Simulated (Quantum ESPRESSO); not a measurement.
# Ti3S2 (R32) in Quantum ESPRESSO: further runs, part 2 of 2

Quantum ESPRESSO 7.5.

## Step 3: Wannier functions, PBE

Input file pw.in:

```
&CONTROL
  calculation = 'scf'
  prefix = 'pwscf'
  outdir = './tmp'
  pseudo_dir = './pseudo'
  tprnfor = .true.
  tstress = .true.
  disk_io = 'low'
/
&SYSTEM
  ibrav = 0
  celldm(1) = 8
  nat = 5
  ntyp = 2
  ecutwfc = 45
  ecutrho = 360
  nbnd = 33
  occupations = 'smearing'
  smearing = 'fd'
  degauss = 0.00367493
/
&ELECTRONS
  conv_thr = 1d-09
  electron_maxstep = 120
  mixing_beta = 0.5
/
ATOMIC_SPECIES
Ti    47.8670 ti_pbe_v1.4.uspp.F.UPF
S     32.0600 s_pbe_v1.4.uspp.F.UPF
CELL_PARAMETERS alat
  0.6408802826822   0.3700124037199   0.7647765101163
 -0.6408802826822   0.3700124037199   0.7647765101163
  0.0000000000000  -0.7400248074398   0.7647765101163
ATOMIC_POSITIONS crystal
Ti     0.0000000000    0.3356550000    0.6643450000
Ti     0.6643450000    0.0000000000    0.3356550000
Ti     0.3356550000    0.6643450000    0.0000000000
S      0.1678390000    0.1678390000    0.1678390000
S      0.8321610000    0.8321610000    0.8321610000
K_POINTS automatic
5 5 5 0 0 0
```

nscf.in is that of step 2.

Input file pw2wan.in:

```
&INPUTPP
  prefix = 'pwscf'
  outdir = './tmp'
  seedname = 'w'
  write_mmn = .true.
  write_amn = .true.
/
```

bands.in is that of step 2.

Changes to w.win since step 2:

```diff
@@ -7,3 +7,3 @@
 dis_conv_tol = 1.0d-9
-num_iter = 1200
+num_iter = 0
 search_shells = 100
```

Potentials or basis: GBRV 1.5 PBE.

On the command line:

```sh
> OMP_NUM_THREADS=1 pw.x -in pw.in > pw.out
> OMP_NUM_THREADS=1 pw.x -in nscf.in > nscf.out
> wannier90.x -pp w
> OMP_NUM_THREADS=1 pw2wannier90.x -in pw2wan.in > pw2wan.out
> wannier90.x w
> OMP_NUM_THREADS=1 pw.x -in bands.in > bands.out
```

pw.out:

```text
This program is part of the open-source Quantum ESPRESSO suite
     for quantum simulation of materials; please cite
         "P. Giannozzi et al., J. Phys.:Condens. Matter 21 395502 (2009);
         "P. Giannozzi et al., J. Phys.:Condens. Matter 29 465901 (2017);
         "P. Giannozzi et al., J. Chem. Phys. 152 154105 (2020);
     in publications or presentations arising from this work. More details at

     Message from routine setup:
     using ibrav=0 with symmetry is DISCOURAGED, use correct ibrav instead

     G-vector sticks info
     --------------------
     sticks:   dense  smooth     PW     G-vecs:    dense   smooth      PW
     Sum        1991     993    289                64183    22641    3627

     Using Slab Decomposition

     bravais-lattice index     =            0
     lattice parameter (alat)  =       8.0000  a.u.
     unit-cell volume          =     557.1203 (a.u.)^3
     number of atoms/cell      =            5
     number of atomic types    =            2
     number of electrons       =        48.00
     number of Kohn-Sham states=           33
     kinetic-energy cutoff     =      45.0000  Ry
     charge density cutoff     =     360.0000  Ry
     scf convergence threshold =      1.0E-09
     mixing beta               =       0.5000
     number of iterations used =            8  plain     mixing
     Exchange-correlation=  SLA  PW   PBX  PBC
                           (   1   4   3   4   0   0   0)

     celldm(1)=   8.000000  celldm(2)=   0.000000  celldm(3)=   0.000000
     celldm(4)=   0.000000  celldm(5)=   0.000000  celldm(6)=   0.000000

     crystal axes: (cart. coord. in units of alat)
               a(1) = (   0.640880   0.370012   0.764777 )
               a(2) = (  -0.640880   0.370012   0.764777 )
               a(3) = (   0.000000  -0.740025   0.764777 )

     reciprocal axes: (cart. coord. in units 2 pi/alat)
               b(1) = (  0.780177  0.450435  0.435857 )
               b(2) = ( -0.780177  0.450435  0.435857 )
               b(3) = (  0.000000 -0.900871  0.435857 )

     PseudoPot. # 1 for Ti read from file:
     ti_pbe_v1.4.uspp.F.UPF
     Pseudo is Ultrasoft + core correction, Zval = 12.0
     Generated by new atomic code, or converted to UPF format
     Using radial grid of  851 points,  6 beta functions with:
                l(1) =   0
[... 73 lines left out ...]

     iteration #  1     ecut=    45.00 Ry     beta= 0.50
     Davidson diagonalization with overlap
     ethr =  1.00E-02,  avg # of iterations =  3.4

     negative rho (up, down):  3.113E-03 0.000E+00
[... 76 lines left out ...]
     iteration # 10     ecut=    45.00 Ry     beta= 0.50
     Davidson diagonalization with overlap
     ethr =  2.95E-11,  avg # of iterations =  4.0

     negative rho (up, down):  1.777E-03 0.000E+00

     End of self-consistent calculation

          k = 0.0000 0.0000 0.0000 (  2803 PWs)   bands (ev):

   -44.6762 -44.6274 -44.6274 -21.0329 -21.0329 -20.9891 -20.9718 -20.9603
   -20.9566 -20.9566 -20.7816 -20.7816  -3.0276  -1.1358   6.3284   6.3284
     6.6318   8.0954   8.3856   8.3856  10.1700  10.9044  12.2959  12.2959
    12.8827  12.8827  14.0964  14.0964  14.2352  14.7277  14.7277  15.1353
    15.6099
[... 27 lines left out ...]
   -44.6596 -44.6404 -44.6305 -21.0796 -21.0375 -21.0140 -21.0020 -20.9567
   -20.8871 -20.8621 -20.8502 -20.7976  -2.3704  -1.5083   5.8214   6.3766
     6.8159   7.4398   8.0030   8.8725  11.2138  11.3082  11.7431  11.9506
    12.5571  13.1028  13.3335  13.5077  14.3548  14.5939  14.8162  14.9227
    15.0725

          k =-0.1560 0.4504-0.0872 (  2840 PWs)   bands (ev):

   -44.6518 -44.6455 -44.6331 -21.0701 -21.0313 -21.0234 -20.9762 -20.9553
   -20.9498 -20.8380 -20.8324 -20.8106  -2.2141  -1.6907   5.7118   6.4023
     7.1455   7.4683   7.6980   9.1101  10.9824  11.4198  11.6116  11.8963
    12.5922  13.1451  13.5403  13.7896  14.0468  14.5152  14.6039  14.8297
    15.3002
[... 75 lines left out ...]
   -44.6503 -44.6403 -44.6397 -21.0991 -21.0397 -20.9861 -20.9734 -20.9663
   -20.9479 -20.8411 -20.8319 -20.8078  -2.0997  -1.6730   5.6555   6.0780
     6.8341   7.6372   8.0868   9.0935  11.0007  11.2697  11.6605  11.7935
    12.7685  13.1048  13.4546  13.7482  13.9999  14.2687  14.7594  14.8355
    15.1561

          k = 0.4681 0.2703-0.2615 (  2857 PWs)   bands (ev):

   -44.6481 -44.6437 -44.6384 -21.1163 -21.0654 -20.9922 -20.9774 -20.9541
   -20.8915 -20.8565 -20.8499 -20.7998  -1.8979  -1.6594   5.6566   5.7151
     6.5385   7.6052   8.5499   8.8627  11.0946  11.2648  11.7341  11.9991
    12.5480  12.9945  13.3438  13.6030  13.8598  14.3217  14.7589  14.8881
    15.0032
[... 11 lines left out ...]
   -44.6589 -44.6371 -44.6339 -21.1376 -21.0383 -21.0059 -20.9772 -20.9525
   -20.9208 -20.9016 -20.8020 -20.7765  -1.9131  -1.4091   5.2078   6.0634
     6.2746   7.6501   8.3161   8.5032  11.4088  11.8207  11.9810  12.1589
    12.6567  12.7270  12.9705  13.2661  13.9954  14.2481  14.5601  14.8033
    14.8724

     the Fermi energy is    12.3096 ev

!    total energy              =    -406.30104314 Ry
     estimated scf accuracy    <          2.2E-10 Ry
     smearing contrib. (-TS)   =      -0.00123310 Ry
     internal energy E=F+TS    =    -406.29981003 Ry

     The total energy is F=E-TS. E is the sum of the following terms:
     one-electron contribution =    -139.81521254 Ry
     hartree contribution      =      88.28562150 Ry
     xc contribution           =     -71.41368455 Ry
     ewald contribution        =    -283.35653444 Ry

     convergence has been achieved in  10 iterations

     negative rho (up, down):  1.777E-03 0.000E+00

     Forces acting on atoms (cartesian axes, Ry/au):

     atom    1 type  1   force =    -0.00050992    0.00088320    0.00000000
     atom    2 type  1   force =    -0.00050992   -0.00088320   -0.00000000
     atom    3 type  1   force =     0.00101983   -0.00000000   -0.00000000
     atom    4 type  2   force =    -0.00000000   -0.00000000    0.00165818
     atom    5 type  2   force =     0.00000000   -0.00000000   -0.00165818

     Total force =     0.002936     Total SCF correction =     0.000004

     Computing stress (Cartesian axis) and pressure

     negative rho (up, down):  1.777E-03 0.000E+00
          total   stress  (Ry/bohr**3)                   (kbar)     P=        2.93
   0.00002550  -0.00000000  -0.00000000            3.75       -0.00       -0.00
  -0.00000000   0.00002550  -0.00000000           -0.00        3.75       -0.00
   0.00000000   0.00000000   0.00000875            0.00        0.00        1.29

=------------------------------------------------------------------------------=
   JOB DONE.
=------------------------------------------------------------------------------=
```

It took 20 min on 1 thread of Intel Xeon at 2.50GHz (Skylake/Cascade Lake), shared host; peak memory 0.29 GiB.

What came out:

- Free energy: -5528.0073 eV
- Pressure: 0.3 GPa
- Largest force: 0.043 eV/Å
- Band gap on the k mesh: none (metal or under the smearing width)
- Total Wannier spread: 103.52 Å² over 35 functions
- RMS miss of the Wannier bands: 0.043 eV

Forces in eV/Å, atoms in the order of the input:
```
Ti  -0.013  0.023  0.000
Ti  -0.013 -0.023  0.000
Ti   0.026  0.000  0.000
S    0.000  0.000  0.043
S    0.000  0.000 -0.043
```

Levels at the corners of the path, in eV from the Fermi level:
```
point  band 22  band 23  band 24  band 25  band 26  band 27
    Γ    -1.41    -0.01    -0.01     0.57     0.57     1.79
    L    -0.89    -0.67    -0.44    -0.15     0.84     1.30
   B1    -0.76    -0.53    -0.34     0.38     0.67     0.71
    B    -0.76    -0.53    -0.34     0.38     0.67     0.71
    Z    -0.17    -0.17    -0.06     0.31     0.31     0.82
    Γ    -1.41    -0.01    -0.01     0.57     0.57     1.79
    X    -1.08    -0.75    -0.26     0.28     0.69     1.35
    Q    -1.08    -0.75    -0.26     0.28     0.69     1.35
    F    -1.03    -0.69    -0.21     0.10     0.68     1.37
   P1    -0.71    -0.40    -0.26     0.31     0.59     0.68
    Z    -0.17    -0.17    -0.06     0.31     0.31     0.82
    L    -0.89    -0.67    -0.44    -0.15     0.84     1.30
    P    -0.71    -0.40    -0.26     0.31     0.59     0.68
```

Wannier functions:
```tsv
function	nearest atom	distance (Å)	spread (Å²)	on-site energy from the reference level (eV)
1	1 Ti	0.12	4.87	6.01
2	1 Ti	0.70	7.23	9.52
3	1 Ti	0.19	8.05	8.79
4	1 Ti	0.20	7.10	8.57
5	1 Ti	0.01	0.87	1.31
6	1 Ti	0.01	0.82	1.48
7	1 Ti	0.01	0.77	1.53
8	1 Ti	0.04	0.78	1.58
9	1 Ti	0.03	0.81	1.53
10	2 Ti	0.07	4.69	5.70
11	2 Ti	0.82	6.62	9.27
12	2 Ti	0.20	6.05	8.53
13	2 Ti	0.39	8.24	8.40
14	2 Ti	0.02	0.88	1.30
15	2 Ti	0.04	0.78	1.58
16	2 Ti	0.02	0.71	1.62
17	2 Ti	0.02	0.73	1.63
18	2 Ti	0.03	0.79	1.56
19	3 Ti	0.14	5.14	5.73
20	3 Ti	0.69	7.12	9.29
21	3 Ti	0.45	7.79	8.62
22	3 Ti	0.19	7.26	8.64
23	3 Ti	0.00	0.87	1.29
24	3 Ti	0.01	0.69	1.66
25	3 Ti	0.02	0.84	1.51
26	3 Ti	0.00	0.73	1.63
```

Parts of the spread (Å²): invariant 31.26, diagonal 3.003, off-diagonal 69.26, total 103.52. Against the direct bands the interpolation misses by 43 meV (root mean square) and 239 meV at most, for states up to 1 eV over the reference level.

## Step 4: Wannier functions, PBE

pw.in is that of step 3.

nscf.in is that of step 3.

Edit pw2wan.in of step 3 so:

```diff
@@ -6,2 +6,6 @@
   write_amn = .true.
+  scdm_proj = .true.
+  scdm_entanglement = 'erfc'
+  scdm_mu = 15.31
+  scdm_sigma = 3
 /
```

bands.in is that of step 3.

Changes to w.win since step 3:

```diff
@@ -2,8 +2,5 @@
 num_bands = 51
-guiding_centres = true
-dis_froz_max = 15.31
-dis_num_iter = 600
-dis_mix_ratio = 0.5
-dis_conv_tol = 1.0d-9
-num_iter = 0
+auto_projections = true
+dis_num_iter = 0
+num_iter = 1200
 search_shells = 100
@@ -18,6 +15,2 @@
 exclude_bands = 1-12
-begin projections
-Ti: s;p;d
-S: s;p
-end projections
 begin unit_cell_cart
```

Potentials or basis: GBRV 1.5 PBE.

On the command line:

```sh
> OMP_NUM_THREADS=1 pw.x -in pw.in > pw.out
> OMP_NUM_THREADS=1 pw.x -in nscf.in > nscf.out
> wannier90.x -pp w
> OMP_NUM_THREADS=1 pw2wannier90.x -in pw2wan.in > pw2wan.out
> wannier90.x w
> OMP_NUM_THREADS=1 pw.x -in bands.in > bands.out
```

pw.out:

```text
This program is part of the open-source Quantum ESPRESSO suite
     for quantum simulation of materials; please cite
[... 9 lines left out ...]
     --------------------
     sticks:   dense  smooth     PW     G-vecs:    dense   smooth      PW
     Sum        1991     993    289                64183    22641    3627

     Using Slab Decomposition

     bravais-lattice index     =            0
     lattice parameter (alat)  =       8.0000  a.u.
     unit-cell volume          =     557.1203 (a.u.)^3
     number of atoms/cell      =            5
     number of atomic types    =            2
     number of electrons       =        48.00
     number of Kohn-Sham states=           33
     kinetic-energy cutoff     =      45.0000  Ry
     charge density cutoff     =     360.0000  Ry
     scf convergence threshold =      1.0E-09
     mixing beta               =       0.5000
     number of iterations used =            8  plain     mixing
     Exchange-correlation=  SLA  PW   PBX  PBC
                           (   1   4   3   4   0   0   0)

     celldm(1)=   8.000000  celldm(2)=   0.000000  celldm(3)=   0.000000
     celldm(4)=   0.000000  celldm(5)=   0.000000  celldm(6)=   0.000000

     crystal axes: (cart. coord. in units of alat)
               a(1) = (   0.640880   0.370012   0.764777 )
               a(2) = (  -0.640880   0.370012   0.764777 )
               a(3) = (   0.000000  -0.740025   0.764777 )

     reciprocal axes: (cart. coord. in units 2 pi/alat)
               b(1) = (  0.780177  0.450435  0.435857 )
               b(2) = ( -0.780177  0.450435  0.435857 )
               b(3) = (  0.000000 -0.900871  0.435857 )

     PseudoPot. # 1 for Ti read from file:
     ti_pbe_v1.4.uspp.F.UPF
     Pseudo is Ultrasoft + core correction, Zval = 12.0
     Generated by new atomic code, or converted to UPF format
     Using radial grid of  851 points,  6 beta functions with:
                l(1) =   0
                l(2) =   0
                l(3) =   1
                l(4) =   1
                l(5) =   2
                l(6) =   2
     Q(r) pseudized with  6 coefficients,  rinner =    1.000   1.000   1.000
                                                       1.000   1.000

     PseudoPot. # 2 for S  read from file:
     s_pbe_v1.4.uspp.F.UPF
     Pseudo is Ultrasoft + core correction, Zval =  6.0
[... 64 lines left out ...]
     Davidson diagonalization with overlap
     ethr =  1.00E-02,  avg # of iterations =  3.4

     negative rho (up, down):  3.113E-03 0.000E+00
[... 76 lines left out ...]
     iteration # 10     ecut=    45.00 Ry     beta= 0.50
     Davidson diagonalization with overlap
     ethr =  2.95E-11,  avg # of iterations =  4.0

     negative rho (up, down):  1.777E-03 0.000E+00

     End of self-consistent calculation

          k = 0.0000 0.0000 0.0000 (  2803 PWs)   bands (ev):

   -44.6762 -44.6274 -44.6274 -21.0329 -21.0329 -20.9891 -20.9718 -20.9603
   -20.9566 -20.9566 -20.7816 -20.7816  -3.0276  -1.1358   6.3284   6.3284
     6.6318   8.0954   8.3856   8.3856  10.1700  10.9044  12.2959  12.2959
    12.8827  12.8827  14.0964  14.0964  14.2352  14.7277  14.7277  15.1353
    15.6099
[... 27 lines left out ...]
   -44.6596 -44.6404 -44.6305 -21.0796 -21.0375 -21.0140 -21.0020 -20.9567
   -20.8871 -20.8621 -20.8502 -20.7976  -2.3704  -1.5083   5.8214   6.3766
     6.8159   7.4398   8.0030   8.8725  11.2138  11.3082  11.7431  11.9506
    12.5571  13.1028  13.3335  13.5077  14.3548  14.5939  14.8162  14.9227
    15.0725

          k =-0.1560 0.4504-0.0872 (  2840 PWs)   bands (ev):

   -44.6518 -44.6455 -44.6331 -21.0701 -21.0313 -21.0234 -20.9762 -20.9553
   -20.9498 -20.8380 -20.8324 -20.8106  -2.2141  -1.6907   5.7118   6.4023
     7.1455   7.4683   7.6980   9.1101  10.9824  11.4198  11.6116  11.8963
    12.5922  13.1451  13.5403  13.7896  14.0468  14.5152  14.6039  14.8297
    15.3002
[... 75 lines left out ...]
   -44.6503 -44.6403 -44.6397 -21.0991 -21.0397 -20.9861 -20.9734 -20.9663
   -20.9479 -20.8411 -20.8319 -20.8078  -2.0997  -1.6730   5.6555   6.0780
     6.8341   7.6372   8.0868   9.0935  11.0007  11.2697  11.6605  11.7935
    12.7685  13.1048  13.4546  13.7482  13.9999  14.2687  14.7594  14.8355
    15.1561

          k = 0.4681 0.2703-0.2615 (  2857 PWs)   bands (ev):

   -44.6481 -44.6437 -44.6384 -21.1163 -21.0654 -20.9922 -20.9774 -20.9541
   -20.8915 -20.8565 -20.8499 -20.7998  -1.8979  -1.6594   5.6566   5.7151
     6.5385   7.6052   8.5499   8.8627  11.0946  11.2648  11.7341  11.9991
    12.5480  12.9945  13.3438  13.6030  13.8598  14.3217  14.7589  14.8881
    15.0032
[... 11 lines left out ...]
   -44.6589 -44.6371 -44.6339 -21.1376 -21.0383 -21.0059 -20.9772 -20.9525
   -20.9208 -20.9016 -20.8020 -20.7765  -1.9131  -1.4091   5.2078   6.0634
     6.2746   7.6501   8.3161   8.5032  11.4088  11.8207  11.9810  12.1589
    12.6567  12.7270  12.9705  13.2661  13.9954  14.2481  14.5601  14.8033
    14.8724

     the Fermi energy is    12.3096 ev

!    total energy              =    -406.30104314 Ry
     estimated scf accuracy    <          2.2E-10 Ry
     smearing contrib. (-TS)   =      -0.00123310 Ry
     internal energy E=F+TS    =    -406.29981003 Ry

     The total energy is F=E-TS. E is the sum of the following terms:
     one-electron contribution =    -139.81521254 Ry
     hartree contribution      =      88.28562150 Ry
     xc contribution           =     -71.41368455 Ry
     ewald contribution        =    -283.35653444 Ry

     convergence has been achieved in  10 iterations

     negative rho (up, down):  1.777E-03 0.000E+00

     Forces acting on atoms (cartesian axes, Ry/au):

     atom    1 type  1   force =    -0.00050992    0.00088320   -0.00000000
     atom    2 type  1   force =    -0.00050992   -0.00088320    0.00000000
     atom    3 type  1   force =     0.00101983    0.00000000    0.00000000
     atom    4 type  2   force =     0.00000000    0.00000000    0.00165818
     atom    5 type  2   force =    -0.00000000   -0.00000000   -0.00165818

     Total force =     0.002936     Total SCF correction =     0.000004

     Computing stress (Cartesian axis) and pressure

     negative rho (up, down):  1.777E-03 0.000E+00
          total   stress  (Ry/bohr**3)                   (kbar)     P=        2.93
   0.00002550  -0.00000000   0.00000000            3.75       -0.00        0.00
  -0.00000000   0.00002550   0.00000000           -0.00        3.75        0.00
   0.00000000   0.00000000   0.00000875            0.00        0.00        1.29

=------------------------------------------------------------------------------=
   JOB DONE.
=------------------------------------------------------------------------------=
```

It took 22 min on 1 thread of Intel Xeon at 2.50GHz (Skylake/Cascade Lake), shared host; peak memory 0.29 GiB.

Results:

* Free energy: -5528.0073 eV
* Pressure: 0.3 GPa
* Largest force: 0.043 eV/Å
* Band gap on the k mesh: none (metal or under the smearing width)
* Total Wannier spread: 83.01 Å² over 35 functions
* RMS miss of the Wannier bands: 0.020 eV

Forces on the atoms (eV/Å):
```
Ti  -0.013  0.023  0.000
Ti  -0.013 -0.023  0.000
Ti   0.026  0.000  0.000
S    0.000  0.000  0.043
S    0.000  0.000 -0.043
```

Levels at the corners of the path, in eV from the Fermi level:
```
point  band 21  band 22  band 23  band 24  band 25  band 26  band 27  band 28
    Γ    -2.14    -1.41    -0.01    -0.01     0.57     0.57     1.79     1.79
    L    -0.93    -0.89    -0.67    -0.44    -0.15     0.84     1.30     1.38
   B1    -1.03    -0.76    -0.53    -0.34     0.38     0.67     0.71     1.10
    B    -1.03    -0.76    -0.53    -0.34     0.38     0.67     0.71     1.10
    Z    -0.82    -0.17    -0.17    -0.06     0.31     0.31     0.82     0.82
    Γ    -2.14    -1.41    -0.01    -0.01     0.57     0.57     1.79     1.79
    X    -1.39    -1.08    -0.75    -0.26     0.28     0.69     1.35     1.58
    Q    -1.39    -1.08    -0.75    -0.26     0.28     0.69     1.35     1.58
    F    -1.45    -1.03    -0.69    -0.21     0.10     0.68     1.37     1.53
   P1    -0.97    -0.71    -0.40    -0.26     0.31     0.59     0.68     1.03
    Z    -0.82    -0.17    -0.17    -0.06     0.31     0.31     0.82     0.82
    L    -0.93    -0.89    -0.67    -0.44    -0.15     0.84     1.30     1.38
    P    -0.97    -0.71    -0.40    -0.26     0.31     0.59     0.68     1.03
```

Wannier functions:
| function | nearest atom | distance (Å) | spread (Å²) | on-site energy from the reference level (eV) |
| --- | --- | --- | --- | --- |
| 1 | 5 S | 0.73 | 2.56 | -0.82 |
| 2 | 4 S | 0.69 | 2.63 | -0.65 |
| 3 | 4 S | 0.69 | 2.45 | -1.40 |
| 4 | 5 S | 0.68 | 2.37 | -1.36 |
| 5 | 5 S | 0.69 | 2.42 | -1.46 |
| 6 | 5 S | 1.51 | 5.40 | 6.78 |
| 7 | 1 Ti | 0.01 | 0.88 | 1.81 |
| 8 | 2 Ti | 0.01 | 0.88 | 1.78 |
| 9 | 3 Ti | 0.01 | 0.90 | 1.85 |
| 10 | 4 S | 0.58 | 1.87 | -2.94 |
| 11 | 1 Ti | 0.01 | 0.92 | 1.78 |
| 12 | 2 Ti | 0.03 | 0.87 | 1.68 |
| 13 | 3 Ti | 0.02 | 0.91 | 1.76 |
| 14 | 3 Ti | 0.01 | 0.90 | 1.80 |
| 15 | 2 Ti | 0.02 | 0.93 | 1.83 |
| 16 | 5 S | 0.65 | 3.04 | 0.95 |
| 17 | 1 Ti | 0.02 | 0.90 | 1.74 |
| 18 | 2 Ti | 0.02 | 0.96 | 1.75 |
| 19 | 3 Ti | 0.02 | 0.89 | 1.65 |
| 20 | 1 Ti | 0.01 | 0.93 | 1.91 |
| 21 | 1 Ti | 0.01 | 0.96 | 1.77 |
| 22 | 3 Ti | 0.05 | 1.00 | 1.74 |
| 23 | 2 Ti | 0.03 | 0.98 | 1.84 |
| 24 | 4 S | 1.18 | 4.72 | 4.78 |
| 25 | 5 S | 1.20 | 4.84 | 5.52 |
| 26 | 3 Ti | 1.44 | 3.97 | 4.33 |

Parts of the spread (Å²): invariant 47.38, diagonal 1.064, off-diagonal 34.56, total 83.01. Against the direct bands the interpolation misses by 20 meV (root mean square) and 76 meV at most, for states up to 1 eV over the reference level.

## Step 5: The runs side by side

| projections | iterations | gap on the mesh (eV) | pressure (GPa) | largest force (eV/Å) |
| --- | --- | --- | --- | --- |
| Ti spd, S sp | - | none | 0.3 | 0.04 |
| Ti spd, S sp | 0 | none | 0.3 | 0.04 |
| - | - | none | 0.3 | 0.04 |

Alike in all rows: task Wannier functions; level PBE; potentials or basis GBRV 1.5 PBE; no spin polarisation; cell as given; k mesh 5 × 5 × 5; cutoff (eV) 612; smearing fermi-dirac 0.05 eV.

Every run on the cell as given and a fine mesh finds a metal.

Caveats: the Wannier minimisation didn't converge (some runs).

Total energies depend on the potentials used, so only differences within one code and one set of settings carry meaning.
